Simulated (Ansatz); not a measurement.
**C2H7BFNSi: a ladder of functionals and wavefunction methods**

The task here is to estimate one member of a computed series from the others.

Program: Ansatz 0.2.0, Gaussian basis. Level of theory: functionals in def2-TZVPP, the program's frozen cores in correlated methods. These are calculated values, not measurements.

Plan: PBE-D4, r2SCAN-D4, PBE0-D4, B3LYP-D4, ωB97X-V, ωB97M-V, B2PLYP; CCSD(T)/def2-TZVPP; MP2/def2-QZVPP; extrapolation to the limit.

**The relaxed structure**

The geometry comes from an earlier relaxation with PBE0-D4 in a triple-zeta def2 set; it is a stationary point, not always the lowest conformer.

SMILES `C=C([SiH3])NBF`, 13 atoms, charge 0, spin multiplicity 1.

Atoms are counted from 1 here; the program's logs count them from 0.

Bond lengths: C1–C2 1.336 Å, C1–H7 1.081 Å, C1–H8 1.088 Å, C2–Si3 1.880 Å, C2–N4 1.396 Å, Si3–H9 1.486 Å, Si3–H10 1.484 Å, Si3–H11 1.486 Å, N4–B5 1.399 Å, N4–H12 1.013 Å, B5–F6 1.333 Å, B5–H13 1.195 Å. Angles: C2–C1–H7 121.0°, C2–C1–H8 121.9°, H7–C1–H8 117.1°, C1–C2–Si3 118.7°, C1–C2–N4 121.5°, Si3–C2–N4 119.9°, C2–Si3–H9 111.2°, C2–Si3–H10 106.4°, C2–Si3–H11 111.2°, H9–Si3–H10 109.7°, H9–Si3–H11 108.6°, H10–Si3–H11 109.8°, C2–N4–B5 127.2°, C2–N4–H12 114.7°, B5–N4–H12 118.1°, N4–B5–F6 118.5°, N4–B5–H13 122.0°, F6–B5–H13 119.5°.

The first run:

The input, in.yaml:

```yaml
crystal:
  periodic: [false, false, false]
  atoms:
    - {symbol: C, position_ang: [-1.252890, -1.420102, -0.344175]}
    - {symbol: C, position_ang: [-0.399722, -0.420888, -0.100555]}
    - {symbol: Si, position_ang: [1.446006, -0.762287, -0.212882]}
    - {symbol: N, position_ang: [-0.851108, 0.857876, 0.232028]}
    - {symbol: B, position_ang: [-0.069110, 1.984391, 0.510657]}
    - {symbol: F, position_ang: [-0.684520, 3.128468, 0.811466]}
    - {symbol: H, position_ang: [-0.895368, -2.407670, -0.600908]}
    - {symbol: H, position_ang: [-2.330628, -1.281569, -0.294127]}
    - {symbol: H, position_ang: [2.086734, 0.087508, -1.249546]}
    - {symbol: H, position_ang: [1.585669, -2.192771, -0.580790]}
    - {symbol: H, position_ang: [2.118790, -0.510341, 1.087602]}
    - {symbol: H, position_ang: [-1.858674, 0.955035, 0.269839]}
    - {symbol: H, position_ang: [1.125220, 1.947452, 0.486190]}
basis:
  gaussian: {orbitals: def2-TZVPP}
hamiltonian: {xc: pbe, dispersion: d4}
output: {forces: true, orbitals: {seedname: orbitals}}
```

Launch:

```
$ ansatz run in.yaml --threads 4 --pin off --events-out ev --progress --plain --max-ram 10444MiB
```

Steps of the session up to this table: PBE-D4 (GGA); r2SCAN-D4 (meta-GGA); PBE0-D4 (hybrid); B3LYP-D4 (hybrid); ωB97X-V (range-separated); ωB97M-V (range-separated); B2PLYP (double hybrid); CCSD(T) in def2-TZVPP; MP2 in def2-QZVPP.

One of the session's tables, all rows but one given; the rest of the session is left out.

It belongs to the step «Atomisation energies». 

| method | atomisation energy (kJ/mol) |
| --- | --- |
| PBE-D4 | 5168.1 |
| r2SCAN-D4 | 5078.4 |
| PBE0-D4 | 5078.9 |
| B3LYP-D4 | 5084.2 |
| ωB97X-V | 5079.8 |
| ωB97M-V | 5085.5 |
| B2PLYP | 5024.1 |
| HF/def2-TZVPP | 3759.1 |
| MP2/def2-TZVPP | ? |
| CCSD/def2-TZVPP | 4852.2 |
| CCSD(T)/def2-TZVPP | 4925.8 |
| MP2/CBS | 5139.3 |
| CCSD(T)/CBS | 5052.5 |

**Question.** Estimate the row for MP2/def2-TZVPP.

**Answer.** atomisation energy (kJ/mol): 5012.6. In the column «atomisation energy (kJ/mol)» it lies between CCSD(T)/def2-TZVPP (4925.8) and B2PLYP (5024.1).

Caveats from the session: Free atoms (2 C, 1 Si, 1 N, 1 B, 1 F, 7 H) were run apart at each level; the atomisation energy is their sum less the molecule, without zero-point or spin-orbit terms.
